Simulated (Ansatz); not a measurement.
# C₂H₂Cl₃F₃GeO: basis-set convergence

An exercise on one series of results from a longer session: the logs are not shown, and one member is left open.

The runs use Ansatz 0.2.0, Gaussian basis; one geometry, several basis sets.

Plan: PBE0-D4/def2-SVP; ωB97M-V/def2-SVP; PBE0-D4/def2-QZVPP; ωB97M-V/def2-QZVPP; the functionals' def2-TZVPP values are taken from earlier runs.

### The relaxed structure

All runs share one geometry, relaxed beforehand with PBE0-D4 in a triple-zeta def2 set.

12 atoms, charge 0, spin multiplicity 1.

Atoms are counted from 1 here; the program's logs count them from 0.

Bond lengths: F1–C2 1.332 Å, C2–F3 1.339 Å, C2–F4 1.332 Å, C2–C5 1.514 Å, C5–O6 1.403 Å, C5–H11 1.095 Å, C5–H12 1.095 Å, O6–Ge7 1.750 Å, Ge7–Cl8 2.122 Å, Ge7–Cl9 2.122 Å, Ge7–Cl10 2.102 Å. Angles: F1–C2–F3 108.0°, F1–C2–F4 107.9°, F1–C2–C5 111.9°, F3–C2–F4 108.0°, F3–C2–C5 109.1°, F4–C2–C5 111.9°, C2–C5–O6 108.1°, C2–C5–H11 107.4°, C2–C5–H12 107.5°, O6–C5–H11 112.3°, O6–C5–H12 112.2°, H11–C5–H12 109.1°, C5–O6–Ge7 120.6°, O6–Ge7–Cl8 109.6°, O6–Ge7–Cl9 109.7°, O6–Ge7–Cl10 106.3°, Cl8–Ge7–Cl9 108.6°, Cl8–Ge7–Cl10 111.3° and more.

The first run:

The input, in.yaml:

```yaml
crystal:
  periodic: [false, false, false]
  atoms:
    - {symbol: F, position_ang: [-0.465272, -1.140842, -2.285004]}
    - {symbol: C, position_ang: [-0.756604, -1.486453, -1.031623]}
    - {symbol: F, position_ang: [-2.019177, -1.932871, -1.009303]}
    - {symbol: F, position_ang: [0.042285, -2.496686, -0.690114]}
    - {symbol: C, position_ang: [-0.628893, -0.317400, -0.078196]}
    - {symbol: O, position_ang: [0.698612, 0.135490, -0.118128]}
    - {symbol: Ge, position_ang: [1.216977, 1.467783, 0.891931]}
    - {symbol: Cl, position_ang: [0.904446, 0.978989, 2.932690]}
    - {symbol: Cl, position_ang: [0.082499, 3.199494, 0.427830]}
    - {symbol: Cl, position_ang: [3.257691, 1.760101, 0.480730]}
    - {symbol: H, position_ang: [-0.916817, -0.673374, 0.916864]}
    - {symbol: H, position_ang: [-1.338645, 0.450768, -0.403477]}
basis:
  gaussian: {orbitals: def2-SVP}
hamiltonian: {xc: pbe0, dispersion: d4}
output: {orbitals: {seedname: orbitals}}
```

Started as:

```sh
$ ansatz run in.yaml --threads 4 --pin off --events-out ev --progress --plain --max-ram 66560MiB --backend cpu
```

Among the steps run: PBE0-D4 in def2-SVP; ωB97M-V in def2-SVP; PBE0-D4 in def2-QZVPP; ωB97M-V in def2-QZVPP.

One of the session's tables, all rows but one given; the rest of the session is left out.

It belongs to the step «Functionals by basis». 

| functional | basis | HOMO (eV) | LUMO (eV) |
| --- | --- | --- | --- |
| PBE0-D4 | def2-SVP | -9.39 | -1.74 |
| PBE0-D4 | def2-TZVPP | -9.47 | -1.94 |
| PBE0-D4 | def2-QZVPP | -9.51 | -2.02 |
| ωB97M-V | def2-SVP | -11.73 | 0.48 |
| ωB97M-V | def2-TZVPP | -11.86 | 0.16 |
| ωB97M-V | def2-QZVPP | ? | ? |

Estimate the missing values for ωB97M-V, def2-QZVPP.

As computed: HOMO (eV): -11.91; LUMO (eV): 0.00. In the column «HOMO (eV)» it is the lowest.
